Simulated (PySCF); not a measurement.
# B2Cl2H3P: the cost of one run

The runs use PySCF 2.14.0; levels as typed in each script, gas phase, geometry from GFN2-xTB.

**1. Starting geometry**

SMILES `PBB(Cl)Cl`, 8 atoms, charge 0, spin multiplicity 1.

Bond lengths: P1–B2 1.852 Å, P1–H6 1.381 Å, P1–H7 1.382 Å, B2–B3 1.653 Å, B2–H8 1.174 Å, B3–Cl4 1.734 Å, B3–Cl5 1.736 Å. Angles: B2–P1–H6 103.1°, B2–P1–H7 104.7°, H6–P1–H7 97.3°, P1–B2–B3 122.4°, P1–B2–H8 114.4°, B3–B2–H8 122.9°, B2–B3–Cl4 123.0°, B2–B3–Cl5 121.5°, Cl4–B3–Cl5 115.5°.

Coordinates:

```
atom    x (Å)    y (Å)    z (Å)
  P1  -2.5134  -0.0001   0.1916
  B2  -0.9966   0.3508  -0.8120
  B3   0.5279   0.0406  -0.2522
 Cl4   1.1208  -1.5643   0.0307
 Cl5   1.6287   1.3238   0.1422
  H6  -3.3180   1.0921  -0.0656
  H7  -2.1647   0.3397   1.4851
  H8  -1.2135   0.7024  -1.9105
```

**2. Stretching a bond (def2-svp)**

The input, input.py:

```python
import numpy as np
from pyscf import gto, scf, mcscf

mol = gto.M(atom='''
P     -2.51340    -0.00013     0.19159
B     -0.99664     0.35083    -0.81200
B      0.52786     0.04065    -0.25225
Cl     1.12077    -1.56432     0.03065
Cl     1.62872     1.32376     0.14220
H     -3.31805     1.09208    -0.06561
H     -2.16468     0.33966     1.48510
H     -1.21354     0.70236    -1.91052
''', basis='def2-svp', charge=0, spin=0, verbose=4)
# stretch the bond between atoms 3 and 4, from long to short, fragments rigid
a, b, move = 2, 3, [3]
xyz = mol.atom_coords(unit='Angstrom')
u = xyz[b] - xyz[a]
r0 = np.linalg.norm(u)
rows, last, dm_u = [], None, None
for r in [5.21, 4.09, 3.35, 2.88, 2.51, 2.23, 2.05, 1.86, 1.71]:
    new = xyz.copy()
    new[move] += u / r0 * (r - r0)
    m = mol.set_geom_(new, unit='Angstrom', inplace=False)
    rhf = scf.RHF(m).density_fit(auxbasis='def2-universal-jkfit').run()
    uhf = scf.UHF(m).density_fit(auxbasis='def2-universal-jkfit').newton()
    if dm_u is None:
        c = rhf.mo_coeff
        h = m.nelectron // 2 - 1
        ca, cb = c.copy(), c.copy()
        ca[:, h], cb[:, h] = (c[:, h] + c[:, h + 1]) / 2**.5, (c[:, h] - c[:, h + 1]) / 2**.5
        dm_u = np.array([x[:, :h + 1] @ x[:, :h + 1].T for x in (ca, cb)])
    uhf.kernel(dm0=dm_u)
    for _ in range(3):
        c, _, stable, _ = uhf.stability(return_status=True)
        if stable:
            break
        uhf.kernel(c, uhf.mo_occ)
    dm_u = uhf.make_rdm1()
    mc = mcscf.CASSCF(rhf, 2, 2)
    mc.natorb = True
    mc.fix_spin_(ss=0)
    guess = mcscf.addons.make_natural_orbitals(uhf)[1] if last is None else mcscf.project_init_guess(mc, last.mo_coeff, last.mol)
    mc.kernel(guess)
    last = mc
    act = slice(mc.ncore, mc.ncore + mc.ncas)
    print('r %.3f  RHF %.6f  UHF %.6f  <S^2> %.3f  CASSCF %.6f  occupations' % (r, rhf.e_tot, uhf.e_tot, uhf.spin_square()[0], mc.e_tot), mc.mo_occ[act].round(4))
    rows.append((new, rhf.e_tot, uhf.e_tot, uhf.spin_square()[0], mc.e_tot, mc.mo_occ[act], mc.mo_coeff[:, act], dm_u[0] - dm_u[1], rhf.converged and uhf.converged and mc.converged))
    np.savez('result.npz', **{k: [row[i] for row in rows] for i, k in enumerate('xyz rhf uhf s2 cas occ c spin ok'.split())})
```

Command:

```bash
$ OMP_NUM_THREADS=1 python input.py
```

What time and memory should one allow on 1 thread of Intel Xeon 6975P-C (Granite Rapids), shared host?

About 3.1 min, with a peak of 0.27 GiB.
